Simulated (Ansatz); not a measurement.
CH5GeS, SMILES [CH3][GeH][SH], an atomisation energy

Run with Ansatz's Python interface.

The script, `run_tae.py`:
```python
"""Energy to split CH5GeS into its atoms."""

from collections import Counter
from dataclasses import dataclass

import ansatz as az
from ase import Atoms


@dataclass(frozen=True)
class RunConfig:
    basis: str = "6-31G*"
    level: str = "ccsd_t"


settings = RunConfig()


def energy_of(molecule, charge=0, unpaired=0):
    calc = molecule.calculation().basis(gaussian=settings.basis).correlation(settings.level)
    if charge:
        calc = calc.charge(charge)
    if unpaired:
        calc = calc.spin("collinear", total=unpaired)
    report = calc.run(threads=1).report
    if report["published_state_doubts"]:
        print("  doubts:", report["published_state_doubts"])
    return report["free_energy_ev"]

atoms = Atoms(["C", "Ge", "S", "H", "H", "H", "H", "H"], positions=[
    [-0.6803, 0.5887, -0.5268],
    [0.9199, -0.3748, -0.343],
    [0.9317, -1.332, 1.6452],
    [-0.709, 1.4225, 0.2466],
    [-1.5915, -0.0614, -0.4574],
    [-0.7515, 1.1321, -1.5385],
    [2.1577, 0.5926, -0.474],
    [-0.1848, -2.0248, 1.3919],
])
system = az.Crystal.molecule_from_ase(atoms)

# unpaired electrons of the ground-state atoms
unpaired = {"C": 2, "Ge": 2, "S": 2, "H": 1}
counts = Counter(site.symbol for site in system.cartesian_sites)
atom_energy = {s: energy_of(az.Crystal.molecule().atom(s, (0, 0, 0)), 0, unpaired[s]) for s in counts}
whole = energy_of(system, 0, 1)
for s, e in atom_energy.items():
    print(f"{s:2s} x{counts[s]}  {e:14.5f} eV")
print(f"CH5GeS: {whole:.5f} eV")
split = sum(counts[s] * e for s, e in atom_energy.items()) - whole
print(f"atomisation energy (no zero-point term): {23.060548 * split:.1f} kcal/mol, {split / sum(counts.values()):.3f} eV an atom")
```

```console
$ python run_tae.py
C  x1     -1027.30433 eV
Ge x1    -56470.52018 eV
S  x1    -10818.49264 eV
H  x5       -13.55761 eV
CH5GeS: -68406.46589 eV
atomisation energy (no zero-point term): 515.7 kcal/mol, 2.795 eV an atom
```

515.7 kcal/mol from the electronic energies, without the zero-point term.

What to keep in mind:
- Total energies depend on the basis set; only differences at equal settings carry meaning.
- The geometry is a force-field or estimated start, not a minimum of this method, and the basis set is short of its limit. All parts are taken at fixed geometry, without zero-point energy.
- The species is open-shell (spin multiplicity 2).
- In double-zeta sets correlated atomisation energies come out some 10 to 15 % low.
- Wall time of the script: 9.6 s on 1 thread of AMD EPYC 9R45 96-Core Processor (Zen 5), on a shared host, peak memory 0.48 GiB.
